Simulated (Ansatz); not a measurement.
# Diffusion barrier of C in In

How high is the barrier in In when interstitial C hops to an equivalent place? Supercell of 16 sites; relaxed ends, then a climbing-image band.

Method: DFT PBEsol, scalar-relativistic, plane waves, PAW, in Ansatz 0.2.0.

## Step 1: The starting structure

The structure is cubic, space group Im-3m (No. 229). The conventional cell has a = 3.726 Å, b = 3.726 Å, c = 3.726 Å, α = 90.00°, β = 90.00°, γ = 90.00°. In (site symmetry m-3m) is surrounded by 8 In at 3.23 Å.

Structure file:

```cif
data_structure
_symmetry_space_group_name_H-M 'P 1'
_symmetry_Int_Tables_number 1
_cell_length_a 3.2267
_cell_length_b 3.2267
_cell_length_c 3.2267
_cell_angle_alpha 109.471
_cell_angle_beta 109.471
_cell_angle_gamma 109.471
_cell_volume 25.86
loop_
_atom_site_label
_atom_site_type_symbol
_atom_site_fract_x
_atom_site_fract_y
_atom_site_fract_z
_atom_site_occupancy
In1 In 0.00000 0.00000 0.00000 1
```

It goes back to an entry of the Materials Project, which need not be the stable form.

It is the result of an earlier relaxation at this level (volume 25.86 Å³/atom; gap on the mesh: none (metal)).

## Step 2: Relaxing the first end

The supercell's rows are 0 2 2; 2 0 2; 2 2 0 in vectors of the relaxed cell. Atom 17 is the C that will move.

input.yaml

```yaml
crystal:
  lattice:
    - [7.451784726, 0.0, 0.0]
    - [0.0, 7.451784726, 0.0]
    - [0.0, 0.0, 7.451784726]
  atoms:
    - { symbol: In, position: [0.0, 0.0, 0.0] }
    - { symbol: In, position: [0.5, 0.0, 0.0] }
    - { symbol: In, position: [0.0, 0.5, 0.0] }
    - { symbol: In, position: [0.0, 0.0, 0.5] }
    - { symbol: In, position: [0.25, 0.25, 0.25] }
    - { symbol: In, position: [0.5, 0.5, 0.0] }
    - { symbol: In, position: [0.5, 0.0, 0.5] }
    - { symbol: In, position: [0.75, 0.25, 0.25] }
    - { symbol: In, position: [0.0, 0.5, 0.5] }
    - { symbol: In, position: [0.25, 0.75, 0.25] }
    - { symbol: In, position: [0.25, 0.25, 0.75] }
    - { symbol: In, position: [0.5, 0.5, 0.5] }
    - { symbol: In, position: [0.75, 0.75, 0.25] }
    - { symbol: In, position: [0.75, 0.25, 0.75] }
    - { symbol: In, position: [0.25, 0.75, 0.75] }
    - { symbol: In, position: [0.75, 0.75, 0.75] }
    - { symbol: C, position: [0.251560851, 0.1168982154, -0.00995036] }
basis:
  ecutwfc: 420
  xc_grid: 2
kpoints:
  mp_grid: { grid: [3, 3, 3], shift: [0.0, 0.0, 0.0] }
hamiltonian:
  xc: pbesol
scf:
  occupations: { method: gaussian, width: 0.1 }
output:
  forces: true
  stress: false
  eigenvalues: true
  write_density: true
  write_potential: true
  elf: true
  volumetric_format: npy
relax:
  adjacent_minimum: "off"
  f_tol: 0.02
  max_steps: 60
```

The run is started by

```
> ansatz run input.yaml --threads 4 --pin off --max-ram 8192MiB --backend cpu --events-out ev --progress --plain --runs-dir out
```

The session goes on with these runs: nudged elastic band, a jump of 1.32 Å.

Q: Predict the outcome of this session. Wanted: barrier forwards; barrier backwards; second end relative to first; highest image; neighbours of C at the start; at the top.

As calculated:

```
                                quantity                                                                           value
                        barrier forwards                                                                        0.070 eV
                       barrier backwards                                                                        0.070 eV
            second end relative to first                                                                        0.000 eV
                           highest image                                                           2 of 0 to 6, climbing
                         band iterations                                                                              10
neighbours of C at the start; at the top  4 In at 2.21 Å; 1 In at 2.20 Å, 2 In at 2.22 Å, 1 In at 2.30 Å, 1 In at 2.95 Å
```

What this shows: The barrier from the first end is 0.070 eV, 2.7 times kT at 300 K. Both ends agree in energy to 1 meV. The input switches the test of curvatures off, so the top was not shown to be a first-order saddle. The small cell leaves errors of about a tenth of an eV.
